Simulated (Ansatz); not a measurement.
# C6H8N2O: the cost of one run

Method: the levels named in each step, in Ansatz 0.2.0.

### 1 The system as given

Bond lengths (14 of 17 bonds, heavy atoms first): C1–C2 1.484 Å, C2–C3 1.375 Å, C3–C4 1.413 Å, C4–C5 1.450 Å, C5–O6 1.207 Å, C4–N7 1.334 Å, C2–N8 1.360 Å, N7–N8 1.317 Å, N8–C9 1.433 Å, C1–H10 1.086 Å, C1–H11 1.090 Å, C1–H12 1.091 Å, C3–H13 1.070 Å, C5–H14 1.107 Å. Angles (14 of 28 angles, heavy atoms first): C1–C2–C3 131.6°, C1–C2–N8 122.2°, C3–C2–N8 106.2°, C2–C3–C4 105.0°, C3–C4–C5 128.8°, C3–C4–N7 110.0°, C5–C4–N7 121.2°, C4–C5–O6 125.4°, C4–N7–N8 106.3°, C2–N8–N7 112.5°, C2–N8–C9 127.0°, N7–N8–C9 120.5°, C2–C1–H10 109.7°, C2–C1–H11 110.9°.

Structure file:

```xyz
17

C    -2.1049    1.5413   -0.9765
C    -0.9807    0.7247   -0.4556
C     0.3731    0.9603   -0.4078
C     0.9241   -0.1910    0.1982
C     2.3120   -0.4821    0.5005
O     3.2453    0.2478    0.2703
N    -0.0450   -1.0596    0.4928
N    -1.1718   -0.5026    0.0988
C    -2.4191   -1.1866    0.2708
H    -1.7257    2.4816   -1.3660
H    -2.6324    1.0140   -1.7707
H    -2.8210    1.7610   -0.1833
H     0.9120    1.8193   -0.7485
H     2.4500   -1.4697    0.9808
H    -3.0922   -0.6066    0.9050
H    -2.2088   -2.1380    0.7540
H    -2.9023   -1.3584   -0.6928
```

### 2 A rough first relaxation, PBE-D4/def2-SVP

File input.yaml:

```yaml
crystal:
  periodic: [false, false, false]
  atoms:
    - { symbol: C, position_ang: [-2.10488, 1.54127, -0.97652] }
    - { symbol: C, position_ang: [-0.98067, 0.72473, -0.45556] }
    - { symbol: C, position_ang: [0.37311, 0.96031, -0.40776] }
    - { symbol: C, position_ang: [0.92414, -0.19104, 0.19822] }
    - { symbol: C, position_ang: [2.31203, -0.48213, 0.50049] }
    - { symbol: O, position_ang: [3.24526, 0.24776, 0.27035] }
    - { symbol: "N", position_ang: [-0.04503, -1.05963, 0.49282] }
    - { symbol: "N", position_ang: [-1.1718, -0.50263, 0.09879] }
    - { symbol: C, position_ang: [-2.41913, -1.18663, 0.27085] }
    - { symbol: H, position_ang: [-1.72571, 2.48163, -1.366] }
    - { symbol: H, position_ang: [-2.63235, 1.01398, -1.77073] }
    - { symbol: H, position_ang: [-2.82103, 1.761, -0.18329] }
    - { symbol: H, position_ang: [0.91202, 1.81931, -0.7485] }
    - { symbol: H, position_ang: [2.45, -1.46971, 0.9808] }
    - { symbol: H, position_ang: [-3.09221, -0.60658, 0.90498] }
    - { symbol: H, position_ang: [-2.20875, -2.13801, 0.754] }
    - { symbol: H, position_ang: [-2.90231, -1.35845, -0.69277] }
basis:
  gaussian: { orbitals: def2-SVP }
hamiltonian:
  xc: pbe
  dispersion: d4
relax:
  f_tol: 0.03
  max_steps: 200
```

On the command line:

```
ansatz run input.yaml --threads 4 --pin off --max-ram 10240MiB --backend cpu --events-out ev --progress --plain --runs-dir out
```

Q: Estimate wall time and peak memory on 4 threads of Arm Neoverse N1, shared host.

About 29 s, with a peak of 0.24 GiB.
